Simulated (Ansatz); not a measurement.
# C₂H₃BCl₂ (SMILES C=CB(Cl)Cl): a rigid scan of the bond length C1–H7

How does the energy rise as the bond length C1–H7 leaves its equilibrium value, and do density functionals follow CCSD(T)? No other atom is relaxed.

Method: single points in def2-TZVPP; program: Ansatz 0.2.0, Gaussian basis.

Levels: PBE-D4, r2SCAN-D4, PBE0-D4, B3LYP-D4, wB97M-V, Hartree-Fock, MP2, CCSD, CCSD(T). The scan takes 0.890, 0.936, 1.003, 1.081, 1.168, 1.261, 1.361, 1.465, 1.574 Å.

Cores are frozen in the correlated methods. B3LYP uses VWN-RPA correlation.

27 further runs of the same task are left out: 27 set aside as unsound or not needed.

### Step 1. The starting structure

The minimum, relaxed at PBE0-D4: SMILES `C=CB(Cl)Cl`, 8 atoms, charge 0, spin multiplicity 1.

Atoms are counted from 1 here; the program's logs count them from 0.

Bond lengths: C1–C2 1.334 Å, C1–H6 1.085 Å, C1–H7 1.086 Å, C2–B3 1.537 Å, C2–H8 1.087 Å, B3–Cl4 1.750 Å, B3–Cl5 1.751 Å. Angles: C2–C1–H6 122.1°, C2–C1–H7 121.2°, H6–C1–H7 116.7°, C1–C2–B3 123.3°, C1–C2–H8 118.7°, B3–C2–H8 118.0°, C2–B3–Cl4 119.9°, C2–B3–Cl5 122.1°, Cl4–B3–Cl5 118.0°.

Coordinates:

```xyz
8
charge 0, multiplicity 1
C     0.48411    0.92331    0.80201
C    -0.05777   -0.25678    0.49564
B    -0.36557   -0.69618   -0.94471
Cl   -1.07672   -2.26682   -1.24440
Cl   -0.02695    0.33034   -2.32286
H     0.69306    1.21277    1.82705
H     0.73771    1.64296    0.02988
H    -0.29568   -0.94681    1.30169
```

Energies of the minimum (eV), from earlier single points: PBE-D4 -27834.09780, r2SCAN-D4 -27844.79639, PBE0-D4 -27836.48714, B3LYP-D4 -27849.46121, wB97M-V -27845.68204, CCSD(T) -27815.00178.

At the minimum the bond length C1–H7 is 1.086 Å.

### Step 2. C1–H7 = 0.890 Å

File ccsdt-tzvpp/in.yaml:

```yaml
crystal:
  periodic: [false, false, false]
  atoms:
    - {symbol: C, position_ang: [0.484112, 0.923313, 0.802010]}
    - {symbol: C, position_ang: [-0.057768, -0.256781, 0.495643]}
    - {symbol: B, position_ang: [-0.365570, -0.696181, -0.944710]}
    - {symbol: Cl, position_ang: [-1.076716, -2.266818, -1.244401]}
    - {symbol: Cl, position_ang: [-0.026952, 0.330345, -2.322864]}
    - {symbol: H, position_ang: [0.693062, 1.212770, 1.827054]}
    - {symbol: H, position_ang: [0.692032, 1.513330, 0.168962]}
    - {symbol: H, position_ang: [-0.295680, -0.946809, 1.301689]}
basis:
  gaussian: {orbitals: def2-TZVPP}
correlation: {method: ccsd_t}
```

No record of the launch command was kept for these runs.

After this run come: C1–H7 = 0.936 Å; C1–H7 = 1.003 Å; C1–H7 = 1.081 Å; C1–H7 = 1.168 Å; C1–H7 = 1.261 Å; C1–H7 = 1.361 Å; C1–H7 = 1.465 Å; C1–H7 = 1.574 Å.

Q: Predict the outcome of this session. Wanted: highest point, CCSD(T); lowest point, CCSD(T); minimum along the scan, CCSD(T); RMS deviation from CCSD(T); largest T1 diagnostic.

**Answer**, as computed:

| quantity | value |
| --- | --- |
| highest point, CCSD(T) | 1843 meV at 1.574 Å |
| lowest point, CCSD(T) | 0 meV at 1.086 Å |
| minimum along the scan, CCSD(T) | 1.083 Å |
| curvature there | 35.4 eV/Å² |
| RMS deviation from CCSD(T) | PBE-D4 69, r2SCAN-D4 5, PBE0-D4 14, B3LYP-D4 10, wB97M-V 26, Hartree-Fock 156, MP2 40, CCSD 27 meV |
| largest T1 diagnostic | 0.012 |

In words: A polynomial through the near points puts the CCSD(T) minimum 0.003 Å below the PBE0-D4 value. It is steeper on the short side than on the long one. Curvature against CCSD(T): PBE-D4 -5 %, Hartree-Fock +10 %. The curve of r2SCAN-D4 lies nearest to CCSD(T), that of Hartree-Fock farthest. The restricted Hartree–Fock reference is unstable towards an unrestricted one at one or more of these structures.
